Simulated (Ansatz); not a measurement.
Write a Python script for Ansatz's Python interface that makes a surface slab of LaZn, space group Pm-3m. Level of theory (first run): PBEsol, PAW, cutoff 463 eV, 5×5×1 k-points, cold smearing of 0.1 eV.

The script reads `POSCAR_lazn`:
```text
LaZn
1.0
   3.75000000    0.00000000    0.00000000
   0.00000000    3.75000000    0.00000000
   0.00000000    0.00000000    3.75000000
La Zn
1 1
Direct
   0.50000000    0.50000000    0.50000000
   0.00000000    0.00000000    0.00000000
```

`lazn.py`
```python
"""Slab calculation for LaZn."""

import warnings

import ansatz as az
from ase.build import surface
from ase.io import read
import numpy as np


def main() -> None:
    warnings.simplefilter("ignore", az.DeckWarning)

    atoms = read("POSCAR_lazn", format="vasp")
    # the plane is named in the basis of this cell
    slab = surface(atoms, (1, 0, 0), 3, vacuum=6.0)
    slab.pbc = (True, True, False)

    print(slab.get_chemical_formula(), "area {:.3f} A^2, cell height {:.2f} A".format(np.linalg.norm(np.cross(slab.cell[0], slab.cell[1])), slab.cell[2, 2]))


    def prepared(structure):
        return (
            az.Crystal.from_ase(structure).calculation()
            .functional("pbesol")
            .basis(34 * az.Ry)
            .occupations("cold", width=0.1)
        )


    job = prepared(slab).kpoints(5, 5, 1).potential().forces()
    res = job.run()
    r = res.report

    print(f"slab free energy {r['free_energy_ev']:.4f} eV, Fermi level {r['fermi_energy_ev']:.3f} eV")
    print("vacuum reading:", {k: round(v, 3) for k, v in r.get("vacuum", {}).items() if isinstance(v, float)})

    # two faces, so half the excess energy for each
    bulk = prepared(atoms).kpoints(6, 6, 6).run().report
    excess = r["free_energy_ev"] - bulk["free_energy_ev"] * len(slab) / len(atoms)
    area = np.linalg.norm(np.cross(slab.cell[0], slab.cell[1]))
    print(f"mean surface energy {excess / (2 * area) * 16.02177:.3f} J/m^2 ({1000 * excess / (2 * area):.1f} meV/A^2)")

    v = res.potential()
    profile = (v.v_es_ev + (0 if v.v_field_ev is None else v.v_field_ev)).mean(axis=(0, 1))
    height = res.lattice.cell_ang[2][2]
    print("z (A)   planar potential less the Fermi level (eV)")
    for i in range(0, len(profile), max(len(profile) // 24, 1)):
        print(f"{i * height / len(profile):6.2f} {profile[i] - r['fermi_energy_ev']:9.3f}")


if __name__ == "__main__":
    main()
```

```console
$ python lazn.py
La3Zn3 area 14.062 A^2, cell height 21.38 A
RunWarning: The input density's exchange-correlation potential varies sharply where the density is thin. Do not read a vacuum level from v_tot or v_xc, or from such a field of the output density. On [...]
slab free energy -28326.1036 eV, Fermi level -3.366 eV
vacuum reading: {'free_states_from_ev': -0.527, 'bound_up_to_ev': -0.545}
mean surface energy 1.156 J/m^2 (72.2 meV/A^2)
z (A)   planar potential less the Fermi level (eV)
  0.00     3.893
  1.70     3.892
  3.40     3.860
  5.11     1.731
  6.81    -2.992
  8.51    -6.801
 10.21    -3.526
 11.91    -9.830
 13.62    -4.707
 15.32   -10.354
 17.02     1.213
 18.72     2.755
 20.42     2.835
 22.13     2.839
 23.83     2.839
 25.53     2.839
 27.23     2.839
 28.93     2.839
 30.64     2.839
 32.34     3.741
 34.04     3.893
 35.74     3.893
 37.44     3.893
 39.15     3.893
 40.85     3.893
```
(Warnings from the package without file and line, shortened.)

Notes:
- Absolute energies stand on the zero of these potentials, so only differences at equal settings mean something. A total without «per atom» is that of the cell as typed.
- The mesh is modest for a metal, so energies can be off by several to tens of meV an atom and pressures by half a GPa or more; differences at equal mesh fare better.
- The zero of the levels is a convention of the potentials, so an absolute Fermi energy is no work function.
- The starting cell is as deposited in a crystallographic database; the results hold for this polymorph, which needn't be the stable one.
- The slab is thin and cut from the structure as given; a cut can leave two unlike or polar faces, and the surface energy is then their mean. Miller indices refer to the vectors of the cell as typed, and the lattice isn't relaxed for this functional, so relaxation and surface energy can hold strain.
- The script silences the warnings on its input, which a real study should read.
- Timing: 35 s on 1 thread of Arm Neoverse V2, with other jobs on the host, peak memory 0.77 GiB.
